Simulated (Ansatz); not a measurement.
# FH₄InOSSi: one species, many methods

How much do the methods differ for FH₄InOSSi? The plan is to run it at one geometry with functionals of several rungs and with coupled cluster, and see how far each lands from CCSD(T) at the basis-set limit for the atomisation energy.

Program: Ansatz 0.2.0, Gaussian basis. Level of theory: functionals in def2-TZVPP, the program's frozen cores in correlated methods. These are calculated values, not measurements.

Levels to be run: LDA (SPW92), PBE-D4, revPBE-D4, BLYP-D4, r2SCAN-D4, B97M-V, PBE0-D4, B3LYP-D4, r2SCANh-D4, r2SCAN0-D4, HSE06-D4, BHLYP-D4, CAM-B3LYP-D4, LC-ωPBE, ωB97X-V, ωB97M-V, B2PLYP, PBE-QIDH; CCSD(T)/def2-SVP; CCSD(T)/def2-TZVPP; MP2/def2-QZVPP; extrapolation to the limit; RPA on PBE.

## Step 1: Structure used throughout

An earlier PBE0-D4 in a triple-zeta def2 set relaxation fixed the geometry. In takes the def2 core potential; no spin-orbit term is included.

9 atoms, charge 0, spin multiplicity 1.

Atoms are counted from 1 here; the program's logs count them from 0.

Bond lengths: O1–In2 1.973 Å, O1–H6 0.961 Å, In2–S3 2.454 Å, In2–H7 1.693 Å, S3–Si4 2.088 Å, Si4–F5 1.639 Å, Si4–H8 1.480 Å, Si4–H9 1.480 Å. Angles: In2–O1–H6 111.6°, O1–In2–S3 109.3°, O1–In2–H7 124.4°, S3–In2–H7 125.6°, In2–S3–Si4 88.8°, S3–Si4–F5 105.3°, S3–Si4–H8 114.4°, S3–Si4–H9 113.7°, F5–Si4–H8 105.4°, F5–Si4–H9 106.4°, H8–Si4–H9 110.8°.

## Step 2: LDA

This LDA is Slater exchange with PW92 correlation.

File in.yaml:

```yaml
crystal:
  periodic: [false, false, false]
  atoms:
    - {symbol: O, position_ang: [-0.354782, 2.626399, -0.665789]}
    - {symbol: In, position_ang: [0.716928, 1.324070, 0.358686]}
    - {symbol: S, position_ang: [-0.785981, -0.246813, 1.498047]}
    - {symbol: Si, position_ang: [-0.316262, -1.676429, 0.049890]}
    - {symbol: F, position_ang: [0.632615, -0.896645, -1.035714]}
    - {symbol: H, position_ang: [-1.290442, 2.409518, -0.643473]}
    - {symbol: H, position_ang: [2.389626, 1.434512, 0.592912]}
    - {symbol: H, position_ang: [0.500278, -2.806154, 0.547261]}
    - {symbol: H, position_ang: [-1.491971, -2.168458, -0.701819]}
basis:
  gaussian: {orbitals: def2-TZVPP}
hamiltonian: {xc: lda}
output: {orbitals: {seedname: orbitals}}
```

Started as:

```sh
$ ansatz run in.yaml --threads 4 --pin off --events-out ev --progress --plain --max-ram 10444MiB
```

The runs that follow: PBE-D4 (GGA); revPBE-D4 (GGA); BLYP-D4 (GGA); r2SCAN-D4 (meta-GGA); B97M-V (meta-GGA); PBE0-D4 (hybrid); B3LYP-D4 (hybrid); r2SCANh-D4 (hybrid); r2SCAN0-D4 (hybrid); HSE06-D4 (hybrid); BHLYP-D4 (hybrid); CAM-B3LYP-D4 (range-separated); LC-ωPBE (range-separated); ωB97X-V (range-separated); ωB97M-V (range-separated); B2PLYP (double hybrid); PBE-QIDH (double hybrid); CCSD(T) in def2-SVP; CCSD(T) in def2-TZVPP; MP2 in def2-QZVPP; RPA on PBE orbitals.

**Question.** What will the summary of the whole plan be? Wanted: atomisation energy, CCSD(T)/CBS; farthest beyond LDA; mean size of error, GGA; mean size of error, meta-GGA; mean size of error, hybrid; mean size of error, range-separated; mean size of error, double hybrid; gap, smallest and largest; T1 diagnostic.

**Answer**, as computed:

| quantity | value |
| --- | --- |
| atomisation energy, CCSD(T)/CBS | 686.6 kcal/mol |
| functionals within 6.9 kcal/mol (1.0 %) | PBE-D4, r2SCAN-D4, B97M-V, ωB97X-V, ωB97M-V |
| farthest beyond LDA | BHLYP-D4 (-36.8 kcal/mol) |
| mean size of error, GGA | 16.4 kcal/mol |
| mean size of error, meta-GGA | 3.8 kcal/mol |
| mean size of error, hybrid | 20.9 kcal/mol |
| mean size of error, range-separated | 7.5 kcal/mol |
| mean size of error, double hybrid | 19.8 kcal/mol |
| gap, smallest and largest | 3.91 eV (LDA (SPW92)), 10.76 eV (LC-ωPBE) |
| T1 diagnostic | 0.0148 |
| triples share of the correlation energy | 3.5 % |

In words: The LDA atomisation energy is off by 91.6 kcal/mol (13 %): it overbinds. PBE-D4 is off by -5.4 kcal/mol. Double hybrids carry the basis error of their MP2 part in triple zeta, and no dispersion term here, so their miss is partly the set-up's. Taken by rung, meta-GGA functionals do best (3.8 kcal/mol on average) and hybrid ones worst beyond LDA (20.9 kcal/mol). double hybrid functionals lie within the reference's doubt of that worst mean (19.8 kcal/mol), so those two tie. The mean of the hybrids holds BHLYP, with half exact exchange. The reference freezes the cores and leaves out spin-orbit coupling and excitations past (T), and its outer-core shells are covered unevenly, so misses under about 6.9 kcal/mol can't be ranked. All levels share the lack of spin-orbit coupling, which lowers the free heavy atoms and so the true binding. Hartree-Fock recovers 69 % of the binding; the rest is correlation. CCSD(T) in def2-SVP is off by -66.1 kcal/mol, which most functionals beat. Orbital gaps span 3.9 to 10.8 eV; exact exchange widens them. Correlated methods include outer-core shells of In, which these sets cover unevenly.
